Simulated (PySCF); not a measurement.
# AuH12N4 ([Au(NH3)4]3+): the cost of one run

Programs: PySCF 2.14.0, with routines of our own; each step states its level. All values are computed. Atoms count from 0.

## (1) The system as given

17 atoms, charge 3, states of the metal's open shell are computed; geometry from: model start, shaken.

## (2) Relaxing the molecule at PBE0-D3(BJ)/def2-SVP

Job settings and geometry (Å):

```
{"job": {"xc": "PBE0", "basis": "def2-SVP", "d3": "d3bj", "grid": 1, "maxiter": 45, "solvent": "water", "kind": "geom"}, "charge": 3, "metal": "Au", "open_shell": "d8"}
Au     0.000020     0.004480    -0.004110
N      2.146640    -0.006820    -0.014870
H      2.551240     0.962460    -0.007380
H      2.541030    -0.463830     0.821460
H      2.551920    -0.485140    -0.816540
N     -2.149570    -0.020160    -0.006860
H     -2.578860    -0.961700    -0.027630
H     -2.553860     0.452170     0.820170
H     -2.547990     0.468380    -0.853860
N     -0.008080     2.159270     0.001700
H     -0.022950     2.543170     0.927680
H      0.803970     2.566250    -0.483290
H     -0.816590     2.563600    -0.479930
N     -0.001680    -2.158340     0.000960
H     -0.018380    -2.549190    -0.921970
H      0.792900    -2.537450     0.472970
H     -0.825730    -2.520330     0.482610
```

On the command line:

```
$ OMP_NUM_THREADS=1 python lf_run.py task.json out
```

The driver reads the jobs from task.json and runs them one after another.

Q: Estimate the wall time and peak memory of this first job on 1 thread of Arm Neoverse V1, shared host.

About 6.7 min, with a peak of 1.4 GiB.
